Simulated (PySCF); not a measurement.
# RuF₃: relaxation and vibrations of the sextet

The task is one start of a wider search on RuF₃: the sextet, from a T-shaped start. It is relaxed, tested by its Hessian and followed downhill if it is a saddle.

Computed with PySCF 2.14.0. Level: PBE0, basis Ru def2-TZVP with ECP28, F def2-TZVP, scalar-relativistic core potentials, no spin–orbit coupling, density fitting.

## (1) The starting structure

4 atoms, charge 0, spin multiplicity 6.

Bond lengths: Ru1–F2 1.890 Å, Ru1–F3 1.890 Å, Ru1–F4 1.890 Å. Angles: F2–Ru1–F3 88.0°, F2–Ru1–F4 88.0°, F3–Ru1–F4 176.0°.

Coordinates in bohr (charge 0 multiplicity 6):
```
Ru    0.0000    0.0000    0.0000
F     0.0000    0.0000    3.5716
F     3.5693    0.0000    0.1247
F    -3.5693    0.0000    0.1247
```

## (2) First SCF at the start

The steps below are one call of a driver around PySCF. For each, scf.py gives the equivalent set-up of the SCF; relaxations use the driver's own optimiser. After this first run the driver tries any further starts and a stability analysis.

scf.py reads:

```python
from pyscf import gto, scf, dft
mol = gto.M(atom='''
Ru     0.000000     0.000000     0.000000
F      0.000000     0.000000     1.890000
F      1.888800     0.000000     0.066000
F     -1.888800     0.000000     0.066000''',
    basis={'Ru': 'def2-TZVP', 'F': 'def2-TZVP'},
    ecp={'Ru': 'def2-TZVP'},
    charge=0, spin=5)
mf = dft.UKS(mol, xc='PBE0')
mf.grids.atom_grid = (50, 194)
aux = {'Ru': 'def2-universal-JKFIT', 'F': 'def2-universal-JKFIT'}
mf = mf.density_fit(auxbasis=aux)
mf.conv_tol = 1e-08
mf.diis_space = 10
mf.max_cycle = 60
mf.init_guess = 'minao'
mf.verbose = 4
mf.kernel()
```

The run is started by

```
> OMP_NUM_THREADS=4 python axn.py task.json out
```

The runs that follow: T-shaped start, sextet: relaxation; Frequencies.

**Question.** What will these runs give? Wanted: minimum; geometry; wavenumbers; dipole moment; highest occupied, lowest empty level; polar-tensor charge of Ru1; zero-point energy; atomisation energy; ⟨S²⟩.

The runs gave:

| quantity | value |
| --- | --- |
| minimum | sextet, D3h |
| geometry | Ru–F 1.912 Å (×3); F–Ru–F 120.0° (×3) |
| wavenumbers (cm⁻¹) | 54 (e'), 76 (a2''), 609 (e'), 611 (a1') |
| dipole moment | 0.00 D |
| highest occupied, lowest empty level (either spin) | -8.60, -5.46 eV |
| polar-tensor charge of Ru1 | +1.93 e |
| zero-point energy | 12.1 kJ/mol |
| entropy at 298.15 K | 342.4 J/(mol K) |
| atomisation energy (no zero-point energy) | 1138 kJ/mol |
| ⟨S²⟩ | 8.757 |

The T-shaped start (C2v) ends in a minimum of D3h symmetry. The strongest infrared band lies at 609 cm⁻¹ (e', stretch). Ru1 has a polar-tensor charge of +1.9 e (a dipole derivative, not a static charge), yet symmetry cancels the bond dipoles. Most of the spin sits on Ru1 (Mulliken spin 4.17, against 5 for the whole molecule). Other starts or spin states, not run here, may lie lower. Open d and f shells are described by one determinant, and the ground state may have another occupation or spin.
